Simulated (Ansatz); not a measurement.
## HfMo2, space group Fd-3m: a comparison of functionals at one structure, step by step

Computed with the Ansatz DFT code, driven from Python.

Notebook, run cell by cell (the value of a cell's last expression is shown):

In [1]:
```python
from dataclasses import dataclass
import csv

import ansatz as az
```

In [2]:
```python
@dataclass
class Settings:
    cutoff: int = 470
    kmesh: tuple[int, ...] = (5, 5, 5)
    smearing: str = "Fermi-Dirac"
    width_ev: float = 0.1
```

In [3]:
```python
cfg = Settings()
```

In [4]:
```python
lattice = az.Lattice.of(
    (0.0, 3.7775, 3.7775),
    (3.7775, 0.0, 3.7775),
    (3.7775, 3.7775, 0.0),
)
sites = [
    ("Hf", (0.0, 0.0, 0.0)),
    ("Hf", (0.25, 0.25, 0.25)),
    ("Mo", (0.625, 0.625, 0.625)),
    ("Mo", (0.125, 0.625, 0.625)),
    ("Mo", (0.625, 0.625, 0.125)),
    ("Mo", (0.625, 0.125, 0.625)),
]
structure = az.Crystal(lattice=lattice)
for symbol, position in sites:
    structure = structure.atom(symbol, position)
```

In [5]:
```python
job = (
    structure.calculation()
    .basis(cfg.cutoff)
    .kpoints(mesh=cfg.kmesh, center="gamma")
    .occupations(cfg.smearing, width=cfg.width_ev)
)

rows = []
for value in ["blyp", "lda", "pbesol"]:
    rep = job.functional(value).run(threads=1, pin="off").report
    rows.append((value, rep["free_energy_ev"] / len(rep["lattice"]["sites"]), rep["n_iterations"], rep["n_kpoints"]))
```

In [6]:
```python
with open("xc.csv", "w", newline="") as handle:
    writer = csv.writer(handle)
    writer.writerow(["functional", "F/atom (eV)", "iterations", "k-points"])
    writer.writerows([round(v, 5) if isinstance(v, float) else v for v in row] for row in rows)
print(open("xc.csv").read())
```
```text
functional,F/atom (eV),iterations,k-points
blyp,-8561.21154,8,10
lda,-8387.65808,7,10
pbesol,-8464.47827,7,10
```

Caveats:
- The run is spin-unpolarised.
- BLYP can be off by several per cent in the lattices of metals, and by several GPa in the pressure at a fixed cell.
- For a metal this k-point mesh is coarse: on a finer one energies can move by several to tens of meV an atom and pressures by half a GPa or more, differences at one mesh by less.
- Spin-orbit coupling, which matters for elements this heavy, is left out.
- The structure is a deposited one; some such entries were measured under pressure or heat, so a shift against it needn't be the functional's error alone.
- Total energies of different functionals can't be compared; pressures, moments and gaps at this one structure can.
- Hardware and time: 13 s on 1 thread of Arm Neoverse V2 (shared host), peak memory 0.47 GiB.
